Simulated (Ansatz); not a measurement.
# LiBe16: the cost of one run

Program: Ansatz 0.2.0. Level of theory: DFT r2SCAN+D3(BJ), plane waves, PAW, scalar-relativistic, no spin polarisation. These are calculated values, not measurements.

## 1. The system as given

The cell holds 17 atoms (Be16Li): a = 4.580 Å, b = 3.966 Å, c = 7.177 Å, α = 90.00°, β = 90.00°, γ = 90.00°.

As a file:

```
Be Li
1.0
    -2.29000   -3.96640    0.00000
     3.43500   -1.98320    0.00000
     0.00000    0.00000    7.17686
Be Li
16 1
Direct
  0.75000 0.50000 0.00000
  0.50000 0.33333 0.25000
  0.75000 0.50000 0.50000
  0.50000 0.33333 0.75000
  0.50000 0.00000 0.00000
  0.25000 0.83333 0.25000
  0.50000 0.00000 0.50000
  0.25000 0.83333 0.75000
  0.25000 0.50000 0.00000
  0.00000 0.33333 0.25000
  0.25000 0.50000 0.50000
  0.00000 0.33333 0.75000
  0.00000 0.00000 0.00000
  0.75000 0.83333 0.25000
  0.00000 0.00000 0.50000
  0.75000 0.83333 0.75000
  0.01476 0.67675 0.12413
```

## 2. Preparing the start

input.yaml reads:

```yaml
crystal:
  lattice:
    - [-2.29, -3.966396, 0.0]
    - [3.435, -1.983198, 0.0]
    - [0.0, 0.0, 7.17686]
  atoms:
    - { symbol: Be, position: [0.75, 0.5, 0.0] }
    - { symbol: Be, position: [0.5, 0.3333333, 0.25] }
    - { symbol: Be, position: [0.75, 0.5, 0.5] }
    - { symbol: Be, position: [0.5, 0.3333333, 0.75] }
    - { symbol: Be, position: [0.5, 0.0, 0.0] }
    - { symbol: Be, position: [0.25, 0.8333333, 0.25] }
    - { symbol: Be, position: [0.5, 0.0, 0.5] }
    - { symbol: Be, position: [0.25, 0.8333333, 0.75] }
    - { symbol: Be, position: [0.25, 0.5, 0.0] }
    - { symbol: Be, position: [0.0, 0.3333333, 0.25] }
    - { symbol: Be, position: [0.25, 0.5, 0.5] }
    - { symbol: Be, position: [0.0, 0.3333333, 0.75] }
    - { symbol: Be, position: [0.0, 0.0, 0.0] }
    - { symbol: Be, position: [0.75, 0.8333333, 0.25] }
    - { symbol: Be, position: [0.0, 0.0, 0.5] }
    - { symbol: Be, position: [0.75, 0.8333333, 0.75] }
    - { symbol: Li, position: [0.0147567, 0.6767452, 0.1241339] }
basis:
  ecutwfc: 500.0
kpoints:
  mp_grid: { grid: [2, 3, 2] }
hamiltonian:
  xc: r2scan
  dispersion: d3bj
scf:
  occupations: { method: fermi_dirac, width: 0.1 }
  lower_state_search: "off"
relax:
  f_tol: 0.08
  max_steps: 25
  adjacent_minimum: "off"
```

Launch:

```sh
> ansatz run input.yaml --threads 1 --pin off --max-ram 3072MiB --backend cpu --events-out ev --progress --plain --runs-dir out
```

What time and memory should one allow on 1 thread of Arm Neoverse V2, shared host?

About 3.8 min, with a peak of 0.54 GiB.
